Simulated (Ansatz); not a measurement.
# ZnSe (Stilleite): the cost of one run

Computed with the Python package of Ansatz 0.2.0. Level of theory: DFT LDA, plane waves, PAW.

## Step 1: The structure

It takes space group F-43m (No. 216, cubic). The conventional cell has a = 5.668 Å, b = 5.668 Å, c = 5.668 Å, α = 90.00°, β = 90.00°, γ = 90.00°. Around Zn (site symmetry -43m) lie 4 Se at 2.45 Å. Se (site symmetry -43m) has 4 Zn at 2.45 Å as nearest neighbours.

The script holds or builds the structure itself.

## Step 2: Script

ecut_znse.py reads:

```python
# -*- coding: utf-8 -*-
"""Cutoff test for ZnSe."""

import csv

import ansatz as az
from pymatgen.core import Lattice, Structure
from pymatgen.io.ase import AseAtomsAdaptor

FUNCTIONAL = "lda"
K_SPACING = 0.52
OCCUPATIONS = "Fixed"
SCF_TOL = 1e-07
MAX_SCF = 60

pmg_structure = Structure(
    Lattice([(0.0, 2.8338, 2.8338), (2.8338, 0.0, 2.8338), (2.8338, 2.8338, 0.0)]),
    ["Zn", "Se"],
    [
        (0.0, 0.0, 0.0),
        (0.25, 0.25, 0.25),
    ],
)
cell = az.Crystal.from_ase(AseAtomsAdaptor.get_atoms(pmg_structure))

job = cell.calculation()
job = job.functional(FUNCTIONAL)
job = job.kpoints(spacing=K_SPACING).occupations(OCCUPATIONS)
job = job.eigensolver("davidson", full_accuracy=True)
job = job.scf(tolerance=SCF_TOL, max_iterations=MAX_SCF)

rows = []
for value in [250, 325, 400, 475, 550, 625]:
    summary = job.basis(value).run(threads=1, pin="off").report
    rows.append((value, summary["free_energy_ev"] / len(summary["lattice"]["sites"]), summary["n_iterations"], summary["n_pw"]))

with open("ecut.csv", "w", newline="") as handle:
    writer = csv.writer(handle)
    writer.writerow(["cutoff (eV)", "F/atom (eV)", "iterations", "plane waves"])
    writer.writerows([round(v, 5) if isinstance(v, float) else v for v in row] for row in rows)

# the last row is the reference
for row in rows[:-1]:
    shift = 1000 * (row[1] - rows[-1][1])
    print(f"{row[0]}: {shift:+.2f} meV/atom" + ("  (within 5 meV)" if abs(shift) < 5 else ""))
```

## Step 3: The run

Started as:

```console
> python ecut_znse.py
```

Q: Estimate wall time and peak memory on 1 thread of Arm Neoverse V2, shared host.

About 9.1 s, with a peak of 0.41 GiB.
